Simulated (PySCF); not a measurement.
**Er(NO2)3: other functionals and bases at one geometry**

How far do other levels of theory move the description of Er(NO2)3, and what does each cost? The structure is generated, not taken from experiment.

Computed with PySCF 2.14.0. Level: several levels, as the steps say, no spin–orbit coupling.

4 further runs of the same task are left out: 2 for a known fault of the program, 2 that didn't finish.

### Step 1. The system as given

10 atoms, charge 0, spin multiplicity 1.

Bond lengths: Er1–O2 2.326 Å, Er1–O3 2.326 Å, Er1–N4 2.782 Å, Er1–O5 2.326 Å, Er1–O6 2.326 Å, Er1–N7 2.782 Å, Er1–O8 2.326 Å, Er1–O9 2.326 Å, Er1–N10 2.782 Å, O2–N4 1.264 Å, O3–N4 1.264 Å, O5–N7 1.264 Å, O6–N7 1.264 Å, O8–N10 1.264 Å, O9–N10 1.264 Å. Angles: O2–Er1–O3 53.6°, O2–Er1–N4 26.8°, O2–Er1–O5 101.6°, O2–Er1–O6 120.2°, O2–Er1–N7 113.2°, O2–Er1–O8 101.6°, O2–Er1–O9 133.6°, O2–Er1–N10 119.9°, O3–Er1–N4 26.8°, O3–Er1–O5 133.6°, O3–Er1–O6 101.6°, O3–Er1–N7 119.9°, O3–Er1–O8 120.2°, O3–Er1–O9 101.6°, O3–Er1–N10 113.2°, N4–Er1–O5 119.9°, N4–Er1–O6 113.2°, N4–Er1–N7 120.0° and more.

Geometry (Å):

```mol
ErN3O6
  3D, bonds by distance, orders not assigned

 10 15  0  0  0  0  0  0  0  0999 V2000
   -0.0000    0.0000   -0.0000 Er  0  0
    2.0760    0.1405    1.0394 O   0  0
    2.0760   -0.1405   -1.0394 O   0  0
    2.7817   -0.0000    0.0000 N   0  0
   -1.1597    1.7276    1.0394 O   0  0
   -0.9163    1.8681   -1.0394 O   0  0
   -1.3908    2.4090    0.0000 N   0  0
   -0.9163   -1.8681    1.0394 O   0  0
   -1.1597   -1.7276   -1.0394 O   0  0
   -1.3908   -2.4090   -0.0000 N   0  0
  1  2  8  0
  1  3  8  0
  1  4  8  0
  1  5  8  0
  1  6  8  0
  1  7  8  0
  1  8  8  0
  1  9  8  0
  1 10  8  0
  2  4  8  0
  3  4  8  0
  5  7  8  0
  6  7  8  0
  8 10  8  0
  9 10  8  0
M  END
```

Formal oxidation states: Er +3. Each metal's 11 4f electrons lie in its core potential, so multiplicities, spins and levels count the valence alone. An earlier session relaxed this geometry at B3LYP, Er lcecp-1-SVP with ECP57, O def2-SVP, N def2-SVP (singlet, point group D3).

At B3LYP on the finer grid: E = -653.346321 Eh, HOMO -8.55 eV, LUMO -3.63 eV, Mulliken charge on Er1 +1.19 e, largest force component 0.014 eV/Å. 

Levels to run: BP86; CAM-B3LYP; HF; r2SCAN; B3LYP, TZVP. Hardware: 4 threads of Arm Neoverse V2, shared host.

### Step 2. BP86

run.py (the lines that set the calculation) reads:

```python
mol = gto.M(atom='''
Er     0.00000     0.00000     0.00000
O      2.07597     0.14051     1.03943
O      2.07597    -0.14051    -1.03943
N      2.78167     0.00000     0.00000
O     -1.15967     1.72759     1.03943
O     -0.91630     1.86810    -1.03943
N     -1.39083     2.40900     0.00000
O     -0.91630    -1.86810     1.03943
O     -1.15967    -1.72759    -1.03943
N     -1.39084    -2.40899     0.00000''',
    basis={'Er': 'lcecp-1-SVP', 'O': 'def2-SVP', 'N': 'def2-SVP'},
    ecp={'Er': 'lcecp-1-SVP'},
    charge=0, spin=0)
mf = dft.RKS(mol, xc='B88,P86')
mf.grids.atom_grid = (75, 302)  # f atoms: unpruned, at least (60, 302)
mf = mf.density_fit()  # fitting sets: Er AutoAux, O def2-universal-JKFIT, N def2-universal-JKFIT
mf.conv_tol = 1e-08; mf.max_cycle = 55
mf.kernel(dm0)  # dm0: the density of the relaxed state
```

On the command line:

```sh
OMP_NUM_THREADS=4 python run.py
```

### Step 3. CAM-B3LYP

Changes to run.py (the lines that set the calculation) since step 2:

```diff
@@ -14,3 +14,3 @@
     charge=0, spin=0)
-mf = dft.RKS(mol, xc='B88,P86')
+mf = dft.RKS(mol, xc='CAMB3LYP')
 mf.grids.atom_grid = (75, 302)  # f atoms: unpruned, at least (60, 302)
```

### Step 4. HF

Changes to run.py (the lines that set the calculation) since step 3:

```diff
@@ -14,4 +14,3 @@
     charge=0, spin=0)
-mf = dft.RKS(mol, xc='CAMB3LYP')
-mf.grids.atom_grid = (75, 302)  # f atoms: unpruned, at least (60, 302)
+mf = scf.RHF(mol)
 mf = mf.density_fit()  # fitting sets: Er AutoAux, O def2-universal-JKFIT, N def2-universal-JKFIT
```

### Step 5. r2SCAN

Changes to run.py (the lines that set the calculation) since step 4:

```diff
@@ -14,3 +14,4 @@
     charge=0, spin=0)
-mf = scf.RHF(mol)
+mf = dft.RKS(mol, xc='R2SCAN')
+mf.grids.atom_grid = (75, 302)  # f atoms: unpruned, at least (60, 302)
 mf = mf.density_fit()  # fitting sets: Er AutoAux, O def2-universal-JKFIT, N def2-universal-JKFIT
```

### Step 6. B3LYP, TZVP

Basis: Er lcecp-1-TZVP with ECP57, O def2-TZVP, N def2-TZVP. 

Changes to run.py (the lines that set the calculation) since step 5:

```diff
@@ -11,6 +11,6 @@
 N     -1.39084    -2.40899     0.00000''',
-    basis={'Er': 'lcecp-1-SVP', 'O': 'def2-SVP', 'N': 'def2-SVP'},
-    ecp={'Er': 'lcecp-1-SVP'},
+    basis={'Er': 'lcecp-1-TZVP', 'O': 'def2-TZVP', 'N': 'def2-TZVP'},
+    ecp={'Er': 'lcecp-1-TZVP'},
     charge=0, spin=0)
-mf = dft.RKS(mol, xc='R2SCAN')
+mf = dft.RKS(mol, xc='B3LYP')
 mf.grids.atom_grid = (75, 302)  # f atoms: unpruned, at least (60, 302)
@@ -18,2 +18,2 @@
 mf.conv_tol = 1e-08; mf.max_cycle = 55
-mf.kernel(dm0)  # dm0: the density of the relaxed state
+mf.kernel(dm0)  # dm0: free metal ions and neutral atoms
```

What does the calculation give? Wanted: for each run, HOMO; gap; charge on Er1; dipole; largest force.

As calculated:

| level | state | HOMO (eV) | gap (eV) | charge on Er1 (e) | dipole (D) | largest force (eV/Å) | basis functions | time |
| --- | --- | --- | --- | --- | --- | --- | --- | --- |
| B3LYP (relaxed here) | singlet | -8.55 | 4.92 | 1.19 | 0.00 | 0.01 | 159 | 29 s |
| BP86 | singlet | -7.21 | 2.73 | 1.05 | 0.00 | 0.91 | 159 | 6.7 s |
| CAM-B3LYP | singlet | -10.33 | 8.16 | 1.20 | 0.00 | 0.60 | 159 | 10 s |
| HF | singlet | -13.37 | 14.27 | 1.78 | 0.00 | 2.84 | 159 | 4.5 s |
| r2SCAN | singlet | -7.52 | 3.14 | 1.25 | 0.00 | 0.19 | 159 | 9.9 s |
| B3LYP, TZVP | singlet | -8.59 | 5.00 | 1.57 | 0.00 | 0.18 | 326 | 37 s |

Times are on 4 threads of Arm Neoverse V2, shared host; the first row also made further properties.

In one basis the HOMO–LUMO gap runs from 2.73 eV (BP86) to 14.27 eV (HF). The largest leftover force, 2.84 eV/Å with HF, stands at a geometry relaxed at another level. The Mulliken charge on Er spans +1.05 to +1.78 e over the levels. With 4f in the core, its levels are missing from HOMO and gap. Total energies of different levels can't be compared. Spin–orbit coupling is left out throughout.
